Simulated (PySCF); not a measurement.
# C₄H₅F₃O₂: geometry, NMR shifts, spin-spin couplings, electronic excitations and core binding energies, part 2 of 2

PySCF 2.14.0. Atoms count from 0. The steps go on from the part before.

### Step 6. Nuclear shieldings: wB97X-D/pcSseg-1

The job: settings as JSON, then the geometry in Å.

```
{"job": {"kind": "nmr", "xc": "wB97X-D", "basis": "pcSseg-1", "pop": false}, "charge": 0, "multiplicity": 1}
C     -1.975701    -0.549103     0.642183
C     -1.232076     0.691604     0.208543
O      0.148392     0.638906     0.599192
C      0.963227    -0.047607    -0.179107
O      0.684331    -0.625409    -1.188569
C      2.390257     0.000466     0.396705
F      3.201032    -0.741517    -0.334689
F      2.842908     1.251605     0.402791
F      2.403415    -0.455282     1.646458
H     -3.044037    -0.444030     0.401656
H     -1.879961    -0.705274     1.726605
H     -1.594804    -1.437079     0.118178
H     -1.281803     0.826879    -0.882093
H     -1.620967     1.592719     0.700463
```

Method: GIAO wB97X-D/pcSseg-1 NMR shielding, non-relativistic, gas phase.

What it wrote:

```text
coarse grid: 12880 points
cycle   1  E = -604.7689852237  dE =  1.822e+00  |g| = 1.349e+00  |ddm| = 3.256e+00
cycle   2  E = -604.5295607504  dE =  2.394e-01  |g| = 1.881e+00  |ddm| = 1.653e+00
cycle   3  E = -605.0915846307  dE = -5.620e-01  |g| = 2.012e-01  |ddm| = 1.014e+00
cycle   4  E = -605.0970416054  dE = -5.457e-03  |g| = 1.034e-01  |ddm| = 1.509e-01
cycle   5  E = -605.0987746528  dE = -1.733e-03  |g| = 1.449e-02  |ddm| = 5.716e-02
cycle   6  E = -605.0988170267  dE = -4.237e-05  |g| = 4.903e-03  |ddm| = 1.268e-02
cycle   7  E = -605.0988229170  dE = -5.890e-06  |g| = 1.659e-03  |ddm| = 4.813e-03
final grid: 128920 points
cycle   8  E = -605.1897783039  dE = -2.031e-04  |g| = 6.495e-03  |ddm| = 3.695e-02
cycle   9  E = -605.1897819107  dE = -3.607e-06  |g| = 5.321e-03  |ddm| = 7.841e-03
cycle  10  E = -605.1897857755  dE = -3.865e-06  |g| = 1.042e-03  |ddm| = 2.872e-03
cycle  11  E = -605.1897859145  dE = -1.391e-07  |g| = 6.113e-04  |ddm| = 9.752e-04
cycle  12  E = -605.1897859799  dE = -6.532e-08  |g| = 1.634e-04  |ddm| = 4.419e-04
cycle  13  E = -605.1897859848  dE = -4.887e-09  |g| = 3.202e-05  |ddm| = 1.204e-04
cycle  14  E = -605.1897859851  dE = -3.397e-10  |g| = 1.270e-05  |ddm| = 5.059e-05
converged SCF energy = -605.1897859851

GIAO shielding tensors (ppm)
atom      isotropic    diamagn.    paramagn.     s11        s22        s33       span
  0 C      169.245     248.677     -79.432    150.328    173.455    183.953     33.626
  1 C      121.015     246.099    -125.085     80.420    116.385    166.238     85.817
  2 O      127.950     403.857    -275.907    -44.644    183.480    245.013    289.657
  3 C       19.900     254.547    -234.647    -82.435     67.238     74.898    157.332
  4 O      -95.100     403.705    -498.804   -359.801   -259.511    334.014    693.815
  5 C       65.088     244.325    -179.237     49.484     63.502     82.277     32.792
  6 F      273.836     467.575    -193.739    200.159    275.720    345.630    145.471
  7 F      266.094     471.057    -204.963    186.742    259.084    352.455    165.713
  8 F      266.918     472.669    -205.751    187.784    260.315    352.655    164.872
  9 H       30.397      27.885       2.512     26.452     27.122     37.616     11.164
 10 H       30.063      29.544       0.518     26.156     28.274     35.758      9.602
 11 H       29.638      30.942      -1.304     25.033     29.767     34.114      9.081
 12 H       26.798      31.389      -4.590     22.903     26.712     30.779      7.876
 13 H       27.556      29.689      -2.133     22.402     27.546     32.718     10.316
```

Run time: 34 s. Hardware: 1 thread, shared host.

This run: δ C3 164.6, C5 119.5, C1 63.5, C0 15.3, H12 4.20, H9 1.35 ppm (means over like atoms).

### Step 7. Core-electron binding energies: SCAN, X2C

The job, as its differences from that of step 6:

```diff
@@ -1,2 +1,2 @@
-{"job": {"kind": "nmr", "xc": "wB97X-D", "basis": "pcSseg-1", "pop": false}, "charge": 0, "multiplicity": 1}
+{"job": {"kind": "xps"}, "charge": 0, "multiplicity": 1}
 C     -1.975701    -0.549103     0.642183
```

Method: delta-SCF UKS SCAN, pcX-2 on the ionised atom, pcseg-1 elsewhere, spin-free X2C.

What it wrote:

```text
ground state, core basis on atom 0 (C), 182 functions
  cycle   1  E = -605.31119166  |g| = 1.14e+00
  cycle   2  E = -604.42293739  |g| = 2.46e+00
  cycle   3  E = -605.50124537  |g| = 4.78e-01
  cycle   4  E = -605.54158486  |g| = 1.77e-01
  cycle   5  E = -605.54715963  |g| = 4.65e-02
  cycle   6  E = -605.54759460  |g| = 1.32e-02
  cycle   7  E = -605.54762812  |g| = 4.18e-03
  cycle   8  E = -605.54762952  |g| = 1.47e-03
  cycle   9  E = -605.54762984  |g| = 3.01e-04
  E(ground) = -605.55321744 Eh
hole in C 1s of atom 0
  cycle   1  E = -594.28745198  |g| = 1.50e+00
  cycle   2  E = -593.76558528  |g| = 1.72e+00
  cycle   3  E = -594.80152818  |g| = 3.20e-01
  cycle   4  E = -594.83018166  |g| = 1.68e-01
  cycle   5  E = -594.83963105  |g| = 4.86e-02
  cycle   6  E = -594.84039565  |g| = 1.08e-02
  cycle   7  E = -594.84043160  |g| = 6.96e-03
  cycle   8  E = -594.84045398  |g| = 2.84e-03
  cycle   9  E = -594.84045622  |g| = 1.59e-03
  cycle  10  E = -594.84045722  |g| = 1.10e-03
  cycle  11  E = -594.84045837  |g| = 3.28e-04
  E(ion) = -594.84516392 Eh   <S^2> = 0.7670   hole on atom = 1.000   binding energy = 291.381 eV
ground state, core basis on atom 1 (C), 182 functions
  cycle   1  E = -605.54979966  |g| = 5.87e-02
  cycle   2  E = -605.54976736  |g| = 2.27e-02
  cycle   3  E = -605.54979401  |g| = 2.08e-02
  cycle   4  E = -605.54988512  |g| = 7.87e-03
  cycle   5  E = -605.54989435  |g| = 8.37e-04
  cycle   6  E = -605.54989558  |g| = 1.50e-04
  E(ground) = -605.55538467 Eh
hole in C 1s of atom 1
  cycle   1  E = -594.22437861  |g| = 1.50e+00
  cycle   2  E = -592.04901224  |g| = 2.50e+00
  cycle   3  E = -594.31066860  |g| = 1.05e+00
  cycle   4  E = -594.64201308  |g| = 6.02e-01
  cycle   5  E = -594.76304566  |g| = 1.98e-01
  cycle   6  E = -594.77441285  |g| = 1.07e-01
  cycle   7  E = -594.77857073  |g| = 2.41e-02
  cycle   8  E = -594.77879088  |g| = 6.51e-03
  cycle   9  E = -594.77882124  |g| = 3.31e-03
  cycle  10  E = -594.77882957  |g| = 1.92e-03
  cycle  11  E = -594.77883269  |g| = 1.09e-03
  cycle  12  E = -594.77883247  |g| = 3.75e-04
  E(ion) = -594.78390423 Eh   <S^2> = 0.7745   hole on atom = 1.000   binding energy = 293.107 eV
ground state, core basis on atom 2 (O), 182 functions
  cycle   1  E = -605.57753258  |g| = 1.01e-01
  cycle   2  E = -605.57581084  |g| = 1.06e-01
  cycle   3  E = -605.57665252  |g| = 8.15e-02
  cycle   4  E = -605.57781162  |g| = 2.22e-02
  cycle   5  E = -605.57790420  |g| = 2.33e-03
  cycle   6  E = -605.57790693  |g| = 5.53e-04
  cycle   7  E = -605.57790392  |g| = 1.61e-04
  E(ground) = -605.58157729 Eh
hole in O 1s of atom 2
  cycle   1  E = -584.89705758  |g| = 2.23e+00
  cycle   2  E = -583.59465723  |g| = 2.70e+00
  cycle   3  E = -585.28894016  |g| = 1.03e+00
  cycle   4  E = -585.51706101  |g| = 7.32e-01
  cycle   5  E = -585.71840982  |g| = 1.10e-01
  cycle   6  E = -585.72237490  |g| = 4.17e-02
  cycle   7  E = -585.72314253  |g| = 9.13e-03
  cycle   8  E = -585.72317790  |g| = 3.02e-03
  cycle   9  E = -585.72318021  |g| = 1.54e-03
  cycle  10  E = -585.72318159  |g| = 5.26e-04
  cycle  11  E = -585.72318147  |g| = 1.34e-04
  E(ion) = -585.72749171 Eh   <S^2> = 0.7629   hole on atom = 1.000   binding energy = 540.257 eV
ground state, core basis on atom 3 (C), 182 functions
  cycle   1  E = -605.55638485  |g| = 9.53e-02
  cycle   2  E = -605.55217804  |g| = 1.68e-01
  cycle   3  E = -605.55712994  |g| = 3.96e-02
  cycle   4  E = -605.55728225  |g| = 2.95e-02
  cycle   5  E = -605.55744394  |g| = 1.64e-03
  cycle   6  E = -605.55744440  |g| = 5.37e-04
  cycle   7  E = -605.55744517  |g| = 1.22e-04
  E(ground) = -605.56329130 Eh
hole in C 1s of atom 3
  cycle   1  E = -594.15147343  |g| = 1.51e+00
  cycle   2  E = -591.47851379  |g| = 2.60e+00
  cycle   3  E = -594.46229261  |g| = 6.72e-01
  cycle   4  E = -594.50110336  |g| = 6.78e-01
  cycle   5  E = -594.60467385  |g| = 4.71e-01
  cycle   6  E = -594.69414709  |g| = 8.13e-02
  cycle   7  E = -594.69624116  |g| = 2.65e-02
  cycle   8  E = -594.69647907  |g| = 9.44e-03
  cycle   9  E = -594.69652436  |g| = 2.52e-03
  cycle  10  E = -594.69652805  |g| = 1.71e-03
  cycle  11  E = -594.69653014  |g| = 7.40e-04
  cycle  12  E = -594.69653042  |g| = 4.35e-04
  E(ion) = -594.70209463 Eh   <S^2> = 0.7796   hole on atom = 1.000   binding energy = 295.548 eV
ground state, core basis on atom 4 (O), 182 functions
  cycle   1  E = -605.57626037  |g| = 1.00e-01
  cycle   2  E = -605.57412614  |g| = 1.16e-01
  cycle   3  E = -605.57536458  |g| = 8.16e-02
  cycle   4  E = -605.57659197  |g| = 9.44e-03
  cycle   5  E = -605.57660947  |g| = 1.61e-03
  cycle   6  E = -605.57661059  |g| = 4.49e-04
  E(ground) = -605.57968511 Eh
hole in O 1s of atom 4
  cycle   1  E = -584.95324775  |g| = 2.22e+00
  cycle   2  E = -584.15403553  |g| = 2.39e+00
  cycle   3  E = -585.46780033  |g| = 8.77e-01
  cycle   4  E = -585.61012743  |g| = 6.58e-01
  cycle   5  E = -585.77560270  |g| = 8.44e-02
  cycle   6  E = -585.77768297  |g| = 4.30e-02
  cycle   7  E = -585.77835384  |g| = 1.36e-02
  cycle   8  E = -585.77841453  |g| = 4.74e-03
  cycle   9  E = -585.77842333  |g| = 1.67e-03
  cycle  10  E = -585.77842505  |g| = 7.82e-04
  cycle  11  E = -585.77842434  |g| = 4.19e-04
  E(ion) = -585.78329867 Eh   <S^2> = 0.7656   hole on atom = 1.000   binding energy = 538.687 eV
ground state, core basis on atom 5 (C), 182 functions
  cycle   1  E = -605.56002112  |g| = 9.76e-02
  cycle   2  E = -605.55364191  |g| = 1.98e-01
  cycle   3  E = -605.56098178  |g| = 3.43e-02
  cycle   4  E = -605.56111836  |g| = 2.33e-02
  cycle   5  E = -605.56121798  |g| = 1.69e-03
  cycle   6  E = -605.56121478  |g| = 4.96e-04
  E(ground) = -605.56665324 Eh
hole in C 1s of atom 5
  cycle   1  E = -594.04653140  |g| = 1.50e+00
  cycle   2  E = -579.52753382  |g| = 4.76e+00
  cycle   3  E = -594.17762601  |g| = 9.92e-01
  cycle   4  E = -594.43964785  |g| = 6.48e-01
  cycle   5  E = -594.56917843  |g| = 1.50e-01
  cycle   6  E = -594.56986621  |g| = 1.47e-01
  cycle   7  E = -594.57815660  |g| = 4.85e-02
  cycle   8  E = -594.57905731  |g| = 8.76e-03
  cycle   9  E = -594.57908502  |g| = 5.19e-03
  cycle  10  E = -594.57909586  |g| = 1.85e-03
  cycle  11  E = -594.57909817  |g| = 9.37e-04
  cycle  12  E = -594.57909804  |g| = 5.65e-04
  cycle  13  E = -594.57909802  |g| = 3.14e-04
  E(ion) = -594.58789912 Eh   <S^2> = 0.7709   hole on atom = 1.000   binding energy = 298.747 eV
ground state, core basis on atom 6 (F), 182 functions
  cycle   1  E = -605.59291828  |g| = 1.19e-01
  cycle   2  E = -605.59248022  |g| = 7.03e-02
  cycle   3  E = -605.59253268  |g| = 6.72e-02
  cycle   4  E = -605.59312535  |g| = 1.11e-02
  cycle   5  E = -605.59315016  |g| = 1.92e-03
  cycle   6  E = -605.59315122  |g| = 6.09e-04
  cycle   7  E = -605.59315204  |g| = 9.92e-05
  E(ground) = -605.60040436 Eh
hole in F 1s of atom 6
  cycle   1  E = -579.18877683  |g| = 2.58e+00
  cycle   2  E = -577.75018387  |g| = 2.60e+00
  cycle   3  E = -579.65426589  |g| = 9.36e-01
  cycle   4  E = -580.00036279  |g| = 4.36e-01
  cycle   5  E = -580.05433957  |g| = 1.76e-01
  cycle   6  E = -580.06362516  |g| = 5.50e-02
  cycle   7  E = -580.06460111  |g| = 2.37e-02
  cycle   8  E = -580.06475496  |g| = 1.22e-02
  cycle   9  E = -580.06480864  |g| = 4.54e-03
  cycle  10  E = -580.06481619  |g| = 1.23e-03
  cycle  11  E = -580.06481765  |g| = 4.47e-04
  E(ion) = -580.07964058 Eh   <S^2> = 0.7573   hole on atom = 1.000   binding energy = 694.455 eV
```

Wall time 74 s (1 thread, shared host).

Binding energies by hole, beside the orbital energy of the ground state; the difference holds orbital relaxation and, for a density functional, its self-interaction error:

```csv
hole,stands for,environment,ΔSCF (eV),−ε (eV),⟨S²⟩,measured (eV)
C1s on C0,C0,methyl carbon,291.38,274.1,0.767,291.47
C1s on C1,C1,sp3 CH2 bonded to O,293.11,275.8,0.774,293.19
O1s on O2,O2,ester alkoxy oxygen,540.26,518.7,0.763,–
C1s on C3,C3,ester carbonyl carbon,295.55,278.0,0.780,295.80
O1s on O4,O4,ester carbonyl oxygen,538.69,517.2,0.766,–
C1s on C5,C5,CF3 carbon,298.75,281.0,0.771,298.93
F1s on F6,"F6, F7, F8",fluorine of a CF3 group,694.46,668.1,0.757,–
```

Measured: gas; Li, Jin, Rinke, Yang, Golze, J. Chem. Theory Comput. 2022, 18, 7570 (arXiv:2206.05627).

Each hole run stands for the others of its class of like atoms.

### Step 8. Run by run: NMR shifts

Shifts (ppm) of some atoms, chosen among heavy atoms and hydrogens apart, means over like atoms, with basis size and wall time (the measured row can stand on another reference than the computed rows):

```csv
run,C3,C0,H12,H9,O4,O2,F6,functions,time
PBE0/pcSseg-1,163.6,14.9,4.24,1.33,431.4,212.2,-88.6,178,29 s
wB97X-D/pcSseg-1,164.6,15.3,4.20,1.35,428.3,205.2,-81.8,178,34 s
measured,–,–,–,–,–,–,-74.0,–,–
```

Measured: Wikipedia, Fluorine-19 nuclear magnetic resonance spectroscopy.

### Step 9. Outcome

The summary covers parts 1 to 2.

| quantity | value |
| --- | --- |
| point group | C1 |
| rotational constants (main isotopes) | 3.17, 1.01, 0.95 GHz |
| ¹³C shifts against TMS (PBE0/pcSseg-1) | 163.6, 119.4, 63.4, 14.9 ppm |
| ¹H shifts against TMS (PBE0/pcSseg-1, means over atoms taken as alike) | 4.24, 1.33 ppm |
| ¹⁷O shifts against H2O (PBE0/pcSseg-1) | 431.4, 212.2 ppm |
| ¹⁹F shifts against CFCl3 (PBE0/pcSseg-1, means over atoms taken as alike) | -88.6 ppm |
| measured, and computed on the same scale | F6 δ -74.0, -88.6 ppm |
| largest coupling of the table (B3LYP/pcJ-1) | ¹J(C,F) C5–F6, -353.4 Hz |
| lowest singlet (CAM-B3LYP/def2-SVPD) | 5.73 eV (216 nm), f = 0.001 |
| brightest single state of those computed | state 2, 7.90 eV, f = 0.124 |
| lowest triplet | 5.18 eV |
| vertical ionisation energy (ΔSCF) | 11.51 eV |
| C1s binding energies, SCAN/pcX-2 | C5 298.75, C3 295.55, C1 293.11, C0 291.38 eV |
| O1s binding energies, SCAN/pcX-2 | O2 540.26, O4 538.69 eV |
| F1s binding energies, SCAN/pcX-2 | F6 694.46 eV |
| range of the shift of O2 | 205.2 to 212.2 ppm |

**Reading.** The most deshielded carbon is C3 (ester carbonyl carbon), at 163.6 ppm: it is a carbonyl in resonance with an O or N lone pair, the region of acids, esters and amides. H12, H13 (mean) (hydrogen on an sp3 CH2 bonded to O) lies farthest downfield among hydrogen, at 4.24 ppm; its carbon carries O, hence the downfield position. The one measured ¹⁹F shift is missed by -14.6 ppm (computed less measured, unscaled). Vibration, temperature and solvent are missing from the calculation, and it holds one conformer, so part of the miss against the measured shifts is not the functional's. In the run at B3LYP/pcJ-1, the largest coupling of the table is C5–F6 (mean over like pairs), -353.4 Hz, of which the Fermi-contact term gives -325.6 Hz. Couplings across rotatable bonds belong to this one conformer; where others are populated, the observed values are averages. Density functionals describe couplings to fluorine poorly, F–F couplings above all, so those rows are rough. ΔSCF puts the ionisation energy at 11.51 eV, 0.95 eV above −ε(HOMO). C5 (CF3 carbon) binds its C1s electron 7.37 eV more tightly than C0 (methyl carbon). At SCAN/pcX-2, against 4 measured binding energies, the mean signed error is -0.15 eV. Across the 2 runs the shift of O2 moves most, between 205.2 (wB97X-D/pcSseg-1) and 212.2 ppm (PBE0/pcSseg-1).
